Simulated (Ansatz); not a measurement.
# FH7Si2Sn: the cost of one run

All numbers below are computed with Ansatz 0.2.0 (RKS B3LYP-D4/def2-mTZVP).

## 1. The starting structure

Bond lengths: F1–Si2 1.634 Å, Si2–Sn3 2.500 Å, Sn3–Si4 2.467 Å, Si2–H5 1.484 Å, Si2–H6 1.480 Å, Sn3–H7 1.810 Å, Sn3–H8 1.725 Å, Si4–H9 1.541 Å, Si4–H10 1.420 Å, Si4–H11 1.457 Å. Angles (14 of 18 angles, heavy atoms first): F1–Si2–Sn3 107.3°, Si2–Sn3–Si4 110.5°, F1–Si2–H5 110.5°, F1–Si2–H6 110.0°, Sn3–Si2–H5 109.0°, Sn3–Si2–H6 110.6°, Si2–Sn3–H7 108.9°, Si2–Sn3–H8 110.1°, Si4–Sn3–H7 107.8°, Si4–Sn3–H8 112.3°, Sn3–Si4–H9 105.5°, Sn3–Si4–H10 111.5°, Sn3–Si4–H11 111.1°, H5–Si2–H6 109.4°.

Coordinates:

```xyz
11

F    -1.8444    1.9414    0.6216
Si   -0.2113    1.9592    0.6604
Sn    0.5569   -0.4183    0.7354
Si   -0.1698   -1.6241   -1.2905
H     0.3308    2.6038   -0.5619
H     0.2583    2.6958    1.8555
H     2.3666   -0.4490    0.7790
H     0.0014   -1.1763    2.1825
H    -1.7097   -1.5807   -1.2660
H     0.2827   -0.9777   -2.4705
H     0.2037   -3.0312   -1.2250
```

## 2. End point A

File input.yaml:

```yaml
crystal:
  periodic: [false, false, false]
  atoms:
    - { symbol: F, position_ang: [-1.8444, 1.9414, 0.6216] }
    - { symbol: Si, position_ang: [-0.2113, 1.9592, 0.6604] }
    - { symbol: Sn, position_ang: [0.5569, -0.4183, 0.7354] }
    - { symbol: Si, position_ang: [-0.1698, -1.6241, -1.2905] }
    - { symbol: H, position_ang: [0.3308, 2.6038, -0.5619] }
    - { symbol: H, position_ang: [0.2583, 2.6958, 1.8555] }
    - { symbol: H, position_ang: [2.3666, -0.449, 0.779] }
    - { symbol: H, position_ang: [0.0014, -1.1763, 2.1825] }
    - { symbol: H, position_ang: [-1.7097, -1.5807, -1.266] }
    - { symbol: H, position_ang: [0.2827, -0.9777, -2.4705] }
    - { symbol: H, position_ang: [0.2037, -3.0312, -1.225] }
basis:
  gaussian: { orbitals: def2-mTZVP }
hamiltonian:
  xc: b3lyp
  dispersion: d4
relax:
  f_tol: 0.015
  max_steps: 40
output:
  orbitals: {}
```

The run is started by

```console
$ ansatz run input.yaml --threads 2 --pin off --max-ram 3072MiB --backend cpu --events-out ev --progress --plain --runs-dir out
```

What time and memory should one allow on 2 threads of Arm Neoverse V1, shared host?

About 87 s, with a peak of 0.31 GiB.
